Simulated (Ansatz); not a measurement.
**BF₃H₃P: ionisation energy by level of theory**

One table from this session's results is given with a row withheld; the runs are named, their logs left out.

Method: unrestricted cation, the program's frozen cores in correlated methods; program: Ansatz 0.2.0, Gaussian basis.

The runs, in order: UKS PBE-D4/def2-TZVPP; UKS r2SCAN-D4/def2-TZVPP; UKS PBE0-D4/def2-TZVPP; UKS B3LYP-D4/def2-TZVPP; UKS wB97X-V/def2-TZVPP; UKS wB97M-V/def2-TZVPP; UKS B2PLYP/def2-TZVPP; UHF-CCSD(T)/def2-TZVPP; UHF-MP2/def2-QZVPP; extrapolation to the limit; then −ε(HOMO) from the neutral's earlier runs with LDA (SPW92), PBE-D4, revPBE-D4, BLYP-D4, r2SCAN-D4, B97M-V, PBE0-D4, B3LYP-D4, r2SCANh-D4, r2SCAN0-D4, HSE06-D4, BHLYP-D4, CAM-B3LYP-D4, LC-ωPBE, ωB97X-V, ωB97M-V.

### The geometry

An earlier PBE0-D4 in a triple-zeta def2 set relaxation fixed the geometry.

8 atoms, charge 0, spin multiplicity 1.

Atoms are counted from 1 here; the program's logs count them from 0.

Bond lengths: F1–B2 1.318 Å, B2–F3 1.318 Å, B2–F4 1.318 Å, P5–H6 1.416 Å, P5–H7 1.416 Å, P5–H8 1.416 Å. Angles: F1–B2–F3 119.7°, F1–B2–F4 119.7°, F3–B2–F4 119.7°, H6–P5–H7 95.1°, H6–P5–H8 95.1°, H7–P5–H8 95.1°.

The first run:

Contents of in.yaml:

```yaml
crystal:
  periodic: [false, false, false]
  atoms:
    - {symbol: F, position_ang: [1.162934, -1.376531, 1.305366]}
    - {symbol: B, position_ang: [0.771111, -1.538728, 0.057907]}
    - {symbol: F, position_ang: [-0.346527, -2.188916, -0.195335]}
    - {symbol: F, position_ang: [1.598564, -1.255686, -0.927602]}
    - {symbol: P, position_ang: [-0.526491, 1.077627, -0.052936]}
    - {symbol: H, position_ang: [-1.582420, 1.419753, 0.825626]}
    - {symbol: H, position_ang: [0.199905, 2.275106, 0.152715]}
    - {symbol: H, position_ang: [-1.184875, 1.530174, -1.221539]}
basis:
  gaussian: {orbitals: def2-TZVPP}
total_charge: 1
magnetization: {spin_polarized: true, initial_magnetization: 1}
hamiltonian: {xc: pbe, dispersion: d4}
```

The run is started by

```console
> ansatz run in.yaml --threads 2 --pin off --events-out ev --progress --plain --max-ram 32768MiB --backend cpu
```

Among the steps run: Cation, UKS PBE-D4/def2-TZVPP; Cation, UKS r2SCAN-D4/def2-TZVPP; Cation, UKS PBE0-D4/def2-TZVPP; Cation, UKS B3LYP-D4/def2-TZVPP; Cation, UKS wB97X-V/def2-TZVPP; Cation, UKS wB97M-V/def2-TZVPP; Cation, UKS B2PLYP (frozen core)/def2-TZVPP; Cation, UHF-CCSD(T)/def2-TZVPP; Cation, UHF-MP2/def2-QZVPP.

One of the session's tables, all rows but one given; the rest of the session is left out.

For comparison, −ε(HOMO) of the neutral from earlier runs:

```
  functional  −ε(HOMO) (eV)
 LDA (SPW92)           7.31
      PBE-D4           7.20
   revPBE-D4           7.15
     BLYP-D4           7.07
   r2SCAN-D4           7.47
      B97M-V           7.57
     PBE0-D4           8.41
    B3LYP-D4           8.20
  r2SCANh-D4           7.92
  r2SCAN0-D4           8.59
    HSE06-D4           8.01
    BHLYP-D4           9.51
CAM-B3LYP-D4           9.75
     LC-ωPBE              ?
     ωB97X-V          10.75
     ωB97M-V          10.59
```

Q: Estimate the row for LC-ωPBE from the others.

The run gave: −ε(HOMO) (eV): 11.10. In the column «−ε(HOMO) (eV)» it is the highest.
